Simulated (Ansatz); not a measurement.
# AlB2Cl2H3S: the cost of one run

Method: RKS PBE/def2-SVP, in Ansatz 0.2.0.

## Step 1: The starting structure

Bond lengths: S1–B2 1.913 Å, B2–Cl3 1.830 Å, B2–B4 1.629 Å, B4–Al5 2.109 Å, Al5–Cl6 2.226 Å, S1–H7 1.397 Å, B4–H8 1.183 Å, Al5–H9 1.636 Å. Angles: S1–B2–Cl3 118.2°, S1–B2–B4 124.5°, Cl3–B2–B4 117.3°, B2–S1–H7 90.3°, B2–B4–Al5 121.2°, B2–B4–H8 122.0°, Al5–B4–H8 116.5°, B4–Al5–Cl6 120.6°, B4–Al5–H9 120.5°, Cl6–Al5–H9 118.8°.

As a file:

```xyz
9

S     1.0397   -1.7909    1.1952
B     1.1830   -0.7374   -0.3950
Cl    2.4474   -1.2063   -1.6320
B     0.2836    0.5837   -0.7097
Al   -1.2834    1.1706    0.5744
Cl   -2.5405    2.9424    0.0891
H     0.0841   -2.6029    0.5792
H     0.4025    1.1990   -1.7129
H    -1.5278    0.3955    1.9945
```

## Step 2: End point A

input.yaml reads:

```yaml
crystal:
  periodic: [false, false, false]
  atoms:
    - { symbol: S, position_ang: [1.0397, -1.7909, 1.1952] }
    - { symbol: B, position_ang: [1.183, -0.7374, -0.395] }
    - { symbol: Cl, position_ang: [2.4474, -1.2063, -1.632] }
    - { symbol: B, position_ang: [0.2836, 0.5837, -0.7097] }
    - { symbol: Al, position_ang: [-1.2834, 1.1706, 0.5744] }
    - { symbol: Cl, position_ang: [-2.5405, 2.9424, 0.0891] }
    - { symbol: H, position_ang: [0.0841, -2.6029, 0.5792] }
    - { symbol: H, position_ang: [0.4025, 1.199, -1.7129] }
    - { symbol: H, position_ang: [-1.5278, 0.3955, 1.9945] }
basis:
  gaussian: { orbitals: def2-SVP }
hamiltonian:
  xc: pbe
relax:
  f_tol: 0.015
  max_steps: 40
```

Run with:

```console
$ ansatz run input.yaml --threads 2 --pin off --max-ram 3072MiB --backend cpu --events-out ev --progress --plain --runs-dir out
```

Q: Estimate wall time and peak memory on 2 threads of Intel Xeon Platinum 8259CL at 2.50GHz (Skylake/Cascade Lake), shared host.

About 81 s, with a peak of 0.18 GiB.
